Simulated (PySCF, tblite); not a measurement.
# C₅H₁₁BO₂S: geometry, infrared bands and NMR shifts

What infrared bands and NMR shifts should C₅H₁₁BO₂S (`COB(OC)[C@@H]1C[C@H]1S`) show?

Computed with tblite 0.8.0 and PySCF 2.14.0, with density-fitted response routines of our own, on a single molecule in the gas phase. Atoms count from 0, in the outputs and in this text.

### Step 1. Starting geometry

20 atoms, charge 0, multiplicity 1; geometry from: force field or distance geometry start.

Bonds of the start (Å): C0–O1 1.37, O1–B2 1.44, B2–O3 1.47, O3–C4 1.39, B2–C5 1.57, C5–C6 1.51, C6–C7 1.51, C7–S8 1.80, C7–C5 1.52, C0–H9 1.11, C0–H10 1.12, C0–H11 1.11, C4–H12 1.12, C4–H13 1.12, C4–H14 1.10, C5–H15 1.11, C6–H16 1.10, C6–H17 1.09, C7–H18 1.12, S8–H19 1.40.

### Step 2. Relaxing the molecule with GFN2-xTB

Job settings and geometry (Å):

```
{"job": {"kind": "relax", "xc": "GFN2-xTB", "basis": "xTB"}, "charge": 0, "multiplicity": 1}
C     -2.053900    -1.834300     0.146300
O     -0.766400    -1.439000     0.422200
B     -0.537500    -0.051200     0.112700
O     -1.645600     0.758400    -0.402000
C     -1.765300     1.913200     0.358400
C      0.928300     0.486900     0.006200
C      1.705900    -0.101300    -1.147600
C      2.053000    -0.507800     0.269000
S      3.590900     0.143500     0.941200
H     -2.218000    -2.912600     0.341000
H     -2.757000    -1.254700     0.805300
H     -2.316300    -1.668900    -0.919800
H     -2.480100     2.590400    -0.172800
H     -0.740100     2.365400     0.396100
H     -2.113900     1.686600     1.374000
H      1.175000     1.528200     0.294500
H      1.177200    -0.803300    -1.804200
H      2.453400     0.507300    -1.655500
H      1.706600    -1.492800     0.662900
H      4.598500     0.096500    -0.031100
```

On the command line:

```bash
$ OMP_NUM_THREADS=1 python probes_run.py task.json out
```

One launch serves the whole session: the jobs run in the order shown.

**Question.** This job is followed by: GFN2-xTB harmonic vibrations, gas phase; GIAO PBE0/pcSseg-1 NMR shielding, non-relativistic, gas phase. Predict these results of the whole session: strongest single infrared mode (GFN2-xTB); zero-point energy (GFN2-xTB); ¹³C shifts against TMS (PBE0/pcSseg-1, means over atoms taken as alike); ¹H shifts against TMS (PBE0/pcSseg-1, means over atoms taken as alike); ¹⁷O shifts against H2O (PBE0/pcSseg-1, means over atoms taken as alike); ¹¹B shifts against BF3·OEt2 (PBE0/pcSseg-1); ³³S shifts against CS2 (PBE0/pcSseg-1).

**Answer**, as computed:

```
                                                               quantity                                   value
                              strongest single infrared mode (GFN2-xTB)                   1284 cm⁻¹, 330 km/mol
                                           zero-point energy (GFN2-xTB)                           97.4 kcal/mol
¹³C shifts against TMS (PBE0/pcSseg-1, means over atoms taken as alike)               54.2, 19.7, 18.2, 5.6 ppm
 ¹H shifts against TMS (PBE0/pcSseg-1, means over atoms taken as alike)  3.95, 2.44, 2.14, 0.85, 0.55, 0.17 ppm
¹⁷O shifts against H2O (PBE0/pcSseg-1, means over atoms taken as alike)                               101.1 ppm
                            ¹¹B shifts against BF3·OEt2 (PBE0/pcSseg-1)                                27.3 ppm
                                 ³³S shifts against CS2 (PBE0/pcSseg-1)                                 -47 ppm
```

What this shows: The optimisation took 87 steps and gained 1.177 eV; among the close pairs (by a distance rule), B2–O3 changed most, from 1.466 to 1.356 Å. The lowest mode is imaginary (94i cm⁻¹), so the xTB geometry is not a minimum. The strongest single mode, at 1284 cm⁻¹, is carried by B2, H15, O3, C7. GFN2-xTB is a fitted tight-binding method: band positions and strengths are rough. Its intensities can rank the bands wrongly. The most deshielded hydrogen is H9, H10, H11, H12, H13, H14 (mean) (hydrogen on a methyl carbon bonded to O), at 3.95 ppm: its carbon carries O, hence the downfield position. At PBE0/pcSseg-1: The widest tensor belongs to S8: span 434 ppm, with a paramagnetic part of -504 ppm.
